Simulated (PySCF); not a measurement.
# C6H13N: the cost of one run

Programs: PySCF 2.14.0, with routines of our own; each step states its level. All values are computed. Atoms count from 0.

### Step 1. The starting structure

20 atoms, charge 1, multiplicity 2; geometry from: GFN2-xTB.

### Step 2. Open-shell or spin-flip excitations: unrestricted TDA PBE0/def2-SVP

Job settings and geometry (Å):

```
{"job": {"kind": "uabs", "xc": "PBE0", "basis": "def2-SVP", "nstates": 10, "tda": true}, "charge": 1, "multiplicity": 2}
C      1.637878     1.185300     0.501218
N      1.064025    -0.044533     0.084236
C      1.798476    -0.883258    -0.797010
C     -0.252841    -0.384674     0.433687
C     -1.249876     0.707734     0.842447
C     -2.301172     0.011752    -0.039337
C     -1.218592    -0.854025    -0.692406
H      1.311625     1.438406     1.511377
H      1.333707     2.011177    -0.156553
H      2.724986     1.126599     0.466479
H      1.929933    -0.407447    -1.777276
H      1.290378    -1.834882    -0.936593
H      2.802864    -1.061889    -0.402784
H     -0.232857    -1.175059     1.199865
H     -0.977168     1.693652     0.475128
H     -1.489111     0.778588     1.900042
H     -3.025534    -0.563686     0.529317
H     -2.824670     0.674984    -0.723630
H     -0.904646    -0.489349    -1.667528
H     -1.422554    -1.918712    -0.753715
```

Method: unrestricted TDA PBE0/def2-SVP, vertical, gas phase, core orbitals frozen in the response.

Started as:

```bash
$ OMP_NUM_THREADS=1 python excited_run.py task.json out
```

This one command runs all jobs of the session in turn.

**Question.** How long does this first job take on 1 thread of Arm Neoverse V2, shared host, and how much memory does it need?

About 42 s, with a peak of 0.63 GiB.
